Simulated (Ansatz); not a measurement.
# C6H10BFO2: small, medium and large basis sets

The task here is to estimate one member of a computed series from the others.

Program: Ansatz 0.2.0, Gaussian basis. Level of theory: one geometry, several basis sets. These are calculated values, not measurements.

The runs, in order: PBE0-D4/def2-SVP; ωB97M-V/def2-SVP; PBE0-D4/def2-QZVPP; ωB97M-V/def2-QZVPP; the functionals' def2-TZVPP values are taken from earlier runs.

### Structure used throughout

The geometry comes from an earlier relaxation with PBE0-D4 in a triple-zeta def2 set; it is a stationary point, not always the lowest conformer.

SMILES `CC1=CC(C)=[O+][B-](C)(F)O1`, 20 atoms, charge 0, spin multiplicity 1.

Atoms are counted from 1 here; the program's logs count them from 0.

Bond lengths: C1–C2 1.486 Å, C1–H11 1.093 Å, C1–H12 1.088 Å, C1–H13 1.092 Å, C2–C3 1.389 Å, C2–O10 1.277 Å, C3–C4 1.389 Å, C3–H14 1.079 Å, C4–C5 1.486 Å, C4–O6 1.277 Å, C5–H15 1.088 Å, C5–H16 1.093 Å, C5–H17 1.092 Å, O6–B7 1.530 Å, B7–C8 1.582 Å, B7–F9 1.382 Å, B7–O10 1.530 Å, C8–H18 1.093 Å and more. Angles: C2–C1–H11 108.8°, C2–C1–H12 112.1°, C2–C1–H13 109.3°, H11–C1–H12 109.5°, H11–C1–H13 107.1°, H12–C1–H13 109.9°, C1–C2–C3 122.3°, C1–C2–O10 115.6°, C3–C2–O10 122.1°, C2–C3–C4 118.5°, C2–C3–H14 120.6°, C4–C3–H14 120.6°, C3–C4–C5 122.3°, C3–C4–O6 122.1°, C5–C4–O6 115.6°, C4–C5–H15 112.1°, C4–C5–H16 108.8°, C4–C5–H17 109.3° and more.

Set-up of the first run:

in.yaml

```yaml
crystal:
  periodic: [false, false, false]
  atoms:
    - {symbol: C, position_ang: [1.402697, -2.123583, -1.257914]}
    - {symbol: C, position_ang: [0.667823, -0.974473, -0.667726]}
    - {symbol: C, position_ang: [-0.682333, -0.753654, -0.908621]}
    - {symbol: C, position_ang: [-1.331245, 0.239446, -0.185828]}
    - {symbol: C, position_ang: [-2.803979, 0.430686, -0.243645]}
    - {symbol: O, position_ang: [-0.703393, 1.025744, 0.600522]}
    - {symbol: B, position_ang: [0.821598, 1.139701, 0.560594]}
    - {symbol: C, position_ang: [1.390423, 1.509316, 1.989475]}
    - {symbol: F, position_ang: [1.112117, 2.023775, -0.460725]}
    - {symbol: O, position_ang: [1.350707, -0.221421, 0.105246]}
    - {symbol: H, position_ang: [2.194401, -1.739950, -1.906761]}
    - {symbol: H, position_ang: [0.748074, -2.777285, -1.831025]}
    - {symbol: H, position_ang: [1.888245, -2.690439, -0.460663]}
    - {symbol: H, position_ang: [-1.238712, -1.412424, -1.557253]}
    - {symbol: H, position_ang: [-3.290965, -0.324069, -0.858077]}
    - {symbol: H, position_ang: [-3.014947, 1.423534, -0.649486]}
    - {symbol: H, position_ang: [-3.212068, 0.405052, 0.769048]}
    - {symbol: H, position_ang: [2.480960, 1.581969, 1.962161]}
    - {symbol: H, position_ang: [1.124168, 0.769205, 2.749168]}
    - {symbol: H, position_ang: [1.004731, 2.478169, 2.317911]}
basis:
  gaussian: {orbitals: def2-SVP}
hamiltonian: {xc: pbe0, dispersion: d4}
output: {orbitals: {seedname: orbitals}}
```

Started as:

```
ansatz run in.yaml --threads 4 --pin off --events-out ev --progress --plain --max-ram 66560MiB --backend cpu
```

Among the steps run: PBE0-D4 in def2-SVP; ωB97M-V in def2-SVP; PBE0-D4 in def2-QZVPP; ωB97M-V in def2-QZVPP.

One table of the session follows, with a row left open; its other results are not shown here.

It belongs to the step «Functionals by basis». 

| functional | basis | HOMO (eV) | LUMO (eV) |
| --- | --- | --- | --- |
| PBE0-D4 | def2-SVP | -7.49 | -1.95 |
| PBE0-D4 | def2-TZVPP | -7.53 | -2.01 |
| PBE0-D4 | def2-QZVPP | -7.55 | -2.03 |
| ωB97M-V | def2-SVP | -9.63 | 0.18 |
| ωB97M-V | def2-TZVPP | ? | ? |
| ωB97M-V | def2-QZVPP | -9.70 | 0.06 |

**Question.** Estimate the row for ωB97M-V, def2-TZVPP.

The run gave: HOMO (eV): -9.69; LUMO (eV): 0.09. In the column «HOMO (eV)» it lies between ωB97M-V, def2-QZVPP (-9.70) and ωB97M-V, def2-SVP (-9.63).
